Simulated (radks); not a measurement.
# K in [Ar] 4s1: an all-electron calculation

An exercise on one series of results from a longer session: the logs are not shown, and one member is left open.

Program: radks (a radial shooting solver on a logarithmic mesh, Libxc functionals) version 1. Level of theory: non-relativistic Kohn-Sham, r2SCAN, spin-polarised, spherical densities, point nucleus; open shells are filled with parallel spins first. These are calculated values, not measurements, unless marked.

### The atom as given

| Item | Value |
| --- | --- |
| element | potassium (Z = 19) |
| charge | 0 |
| electrons | 19 |
| configuration | [Ar] 4s1 |

Outer shells as boxes (Hund's rule):

K
```
[Ar] core
4s [↑ ]
```

The first run:

Input:

```text
Z 19
configuration [Ar] 4s1 3d0 4p0 5s0 4f0
relativity non-relativistic
functional r2scan,r2scan
spin polarised
nucleus point
```

Among the steps run: Self-consistent calculation.

One of the session's tables, all rows but one given; the rest of the session is left out.

It belongs to the step «Shells». From the orbitals of this run (lengths in bohr):

```
  level      <r>  outermost maximum (interpolated)  90 % within  nodes
  1s up  0.08156                            0.0535        0.145      0
1s down  0.08156                            0.0535        0.145      0
  2s up   0.3886                             0.320        0.605      1
2s down   0.3886                             0.320        0.605      1
  2p up   0.3509                             0.264        0.579      0
2p down   0.3509                             0.264        0.579      0
  3s up    1.277                              1.08         1.92      2
3s down        ?                                 ?            ?      ?
  3p up    1.436                              1.16         2.24      1
3p down    1.433                              1.16         2.23      1
  4s up    4.984                              4.22         7.45      3
  4p up    6.558                              5.54         9.84      2
```

Estimate the missing values for 3s down.

As computed: <r>: 1.279; outermost maximum (interpolated): 1.08; 90 % within: 1.93; nodes: 2. In the column «<r>» it lies between 3s up (1.277) and 3p down (1.433).
